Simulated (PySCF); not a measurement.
# [Tm(SH)3]−: other functionals and bases at one geometry

Aim: see how levels, charges and forces of [Tm(SH)3]− depend on the level of theory. It is a constructed species; whether it can be made isn't addressed.

The runs use PySCF 2.14.0; several levels, as the steps say, no spin–orbit coupling.

1 further run of the same task is left out (for a known fault of the program).

## (1) Where the work starts

7 atoms, charge -1, spin multiplicity 1.

Bond lengths: Tm1–S2 2.786 Å, Tm1–S4 2.786 Å, Tm1–S6 2.786 Å, S2–H3 1.354 Å, S4–H5 1.354 Å, S6–H7 1.354 Å. Angles: S2–Tm1–S4 120.0°, S2–Tm1–S6 120.0°, S4–Tm1–S6 120.0°, Tm1–S2–H3 91.9°, Tm1–S4–H5 91.9°, Tm1–S6–H7 91.9°.

Geometry (Å):

```csv
atom,x (Å),y (Å),z (Å)
Tm1,0.00000,0.00000,0.58227
S2,2.73672,0.52306,0.58360
H3,3.03436,-0.79798,0.59612
S4,-1.82134,2.10854,0.58360
H5,-0.82611,3.02682,0.59612
S6,-0.91538,-2.63160,0.58360
H7,-2.20825,-2.22884,0.59612
```

Formal oxidation states: Tm +2. Each metal's 13 4f electrons lie in its core potential, so multiplicities, spins and levels count the valence alone. An earlier session relaxed this geometry at PBE0, Tm lcecp-0-SVP with ECP59, S def2-SVP, H def2-SVP (singlet, point group C3h).

At PBE0 on the finer grid: E = -1228.268696 Eh, frontier levels not given, since the 4f levels lie in the core, Mulliken charge on Tm1 +0.34 e, largest force component 0.003 eV/Å. 

Levels to run: wB97X; revPBE; PBE0, TZVP. Hardware: 2 threads of Arm Neoverse V1, shared host.

## (2) wB97X

The input, run.py (the lines that set the calculation):

```python
mol = gto.M(atom='''
Tm     0.00000     0.00000     0.58227
S      2.73672     0.52306     0.58360
H      3.03436    -0.79798     0.59612
S     -1.82134     2.10854     0.58360
H     -0.82611     3.02682     0.59612
S     -0.91538    -2.63160     0.58360
H     -2.20825    -2.22884     0.59612''',
    basis={'Tm': 'lcecp-0-SVP', 'S': 'def2-SVP', 'H': 'def2-SVP'},
    ecp={'Tm': 'lcecp-0-SVP'},
    charge=-1, spin=0)
mf = dft.RKS(mol, xc='WB97X')
mf.grids.atom_grid = (75, 302)  # f atoms: unpruned, at least (60, 302)
mf = mf.density_fit()  # fitting sets: Tm AutoAux, S def2-universal-JKFIT, H def2-universal-JKFIT
mf.conv_tol = 1e-08; mf.max_cycle = 55
mf.kernel(dm0)  # dm0: the density of the relaxed state
```

Launch:

```console
$ OMP_NUM_THREADS=2 python run.py
```

## (3) revPBE

run.py (the lines that set the calculation), as its differences from that of step 2:

```diff
@@ -11,3 +11,3 @@
     charge=-1, spin=0)
-mf = dft.RKS(mol, xc='WB97X')
+mf = dft.RKS(mol, xc='PBE_R,PBE')
 mf.grids.atom_grid = (75, 302)  # f atoms: unpruned, at least (60, 302)
```

## (4) PBE0, TZVP

Basis: Tm lcecp-0-TZVP with ECP59, S def2-TZVP, H def2-TZVP. 

The input, run.py (the lines that set the calculation):

```python
mol = gto.M(atom='''
Tm     0.00000     0.00000     0.58227
S      2.73672     0.52306     0.58360
H      3.03436    -0.79798     0.59612
S     -1.82134     2.10854     0.58360
H     -0.82611     3.02682     0.59612
S     -0.91538    -2.63160     0.58360
H     -2.20825    -2.22884     0.59612''',
    basis={'Tm': 'lcecp-0-TZVP', 'S': 'def2-TZVP', 'H': 'def2-TZVP'},
    ecp={'Tm': 'lcecp-0-TZVP'},
    charge=-1, spin=0)
mf = dft.RKS(mol, xc='PBE0')
mf.grids.atom_grid = (75, 302)  # f atoms: unpruned, at least (60, 302)
mf = mf.density_fit()  # fitting sets: Tm AutoAux, S def2-universal-JKFIT, H def2-universal-JKFIT
mf.conv_tol = 1e-08; mf.max_cycle = 55
mf.kernel(dm0)  # dm0: free metal ions and neutral atoms
```

Before running it: what results should come out? Wanted: for each run, charge on Tm1; dipole; largest force.

**Answer**, as computed:

| level | state | charge on Tm1 (e) | dipole (D) | largest force (eV/Å) | basis functions | time |
| --- | --- | --- | --- | --- | --- | --- |
| PBE0 (relaxed here) | singlet | 0.34 | 0.01 | 0.00 | 100 | 32 s |
| wB97X | singlet | 0.37 | 0.01 | 0.12 | 100 | 14 s |
| revPBE | singlet | 0.23 | 0.01 | 0.32 | 100 | 8.4 s |
| PBE0, TZVP | singlet | 0.97 | 0.00 | 0.22 | 176 | 23 s |

Times are on 2 threads of Arm Neoverse V1, shared host; the first row also made further properties. The dipole of a charged species depends on the origin, so these sizes hold for this origin alone.

The largest leftover force, 0.32 eV/Å with revPBE, stands at a geometry relaxed at another level. The Mulliken charge on Tm spans +0.23 to +0.97 e over the levels. With 4f in the core, its levels are missing from HOMO and gap. Total energies of different levels can't be compared. Spin–orbit coupling is left out throughout.
